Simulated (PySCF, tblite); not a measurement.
# C₂H₉ClFSi₃ radical: geometry, infrared bands and EPR parameters

Wanted: the infrared bands and EPR parameters of C₂H₉ClFSi₃ radical (`C[C@@H](F)[SiH][Si@H]([SiH3])Cl`), by calculation.

The runs use tblite 0.8.0 and PySCF 2.14.0, with density-fitted response routines of our own; the level of theory stands in each step. All values are computed, except where a source is named. Atoms count from 0, in the outputs and in this text.

### 1 The starting structure

16 atoms, charge 0, multiplicity 2; geometry from: force field or distance geometry start.

Bonds of the start (Å): C0–C1 1.51, C1–F2 1.38, C1–Si3 1.87, Si3–Si4 2.21, Si4–Si5 2.23, Si4–Cl6 2.08, C0–H7 1.12, C0–H8 1.10, C0–H9 1.12, C1–H10 1.11, Si3–H11 1.49, Si4–H12 1.47, Si5–H13 1.48, Si5–H14 1.47, Si5–H15 1.46.

### 2 Geometry optimisation with GFN2-xTB

Job settings and geometry (Å):

```
{"job": {"kind": "relax", "xc": "GFN2-xTB", "basis": "xTB"}, "charge": 0, "multiplicity": 2}
C     -2.922700     0.161700     0.341400
C     -1.552000    -0.352900    -0.036300
F     -1.303800    -0.186200    -1.382800
Si    -0.338200     0.702500     0.911200
Si     1.561300     0.990000    -0.183900
Si     2.804800    -0.830100     0.161700
Cl     2.597100     2.649500     0.527400
H     -3.121300    -0.215900     1.375400
H     -3.651400    -0.217800    -0.389900
H     -2.867400     1.278800     0.332400
H     -1.430300    -1.411500     0.275200
H     -0.121500     0.082300     2.244500
H      1.232900     1.090400    -1.612700
H      2.754000    -1.264200     1.571400
H      2.172400    -1.901400    -0.615800
H      4.178600    -0.566200    -0.263100
```

Started as:

```sh
OMP_NUM_THREADS=1 python probes_run.py task.json out
```

The driver reads the jobs from task.json and runs them one after another.

**Question.** This job is followed by: GFN2-xTB harmonic vibrations, gas phase; UKS B3LYP, pcH-1 on C Cl F H Si, non-relativistic, mean-field spin-orbit, GIAO. Predict these results of the whole session: strongest single infrared mode (GFN2-xTB); zero-point energy (GFN2-xTB); g(iso) (B3LYP); ⟨S²⟩; largest a(iso) (averaged by class); surface potential, 1st and 99th percentile.

**Answer**, as computed:

| quantity | value |
| --- | --- |
| strongest single infrared mode (GFN2-xTB) | 765 cm⁻¹, 638 km/mol |
| zero-point energy (GFN2-xTB) | 61.4 kcal/mol |
| g(iso) (B3LYP) | 2.00390 |
| ⟨S²⟩ | 0.752 (exact 0.75) |
| largest a(iso) (averaged by class) | 29Si on Si3, -396.3 MHz |
| surface potential, 1st and 99th percentile | -0.87 V and 1.18 V |

Relaxing lowered the energy by 0.728 eV in 148 steps; the close pair that moved most is Si4–Si5, from 2.231 to 2.342 Å. All 42 modes are real, so the xTB geometry is a minimum. The strongest single mode, at 765 cm⁻¹, is spread over several atoms, H13, H14, H15 among them. GFN2-xTB is a fitted tight-binding method: band positions and strengths are rough. Its intensities can rank the bands wrongly. Si3 carries the largest spin population, 0.94 e. The isotropic g lies 1.6 ppt above the free-electron value.
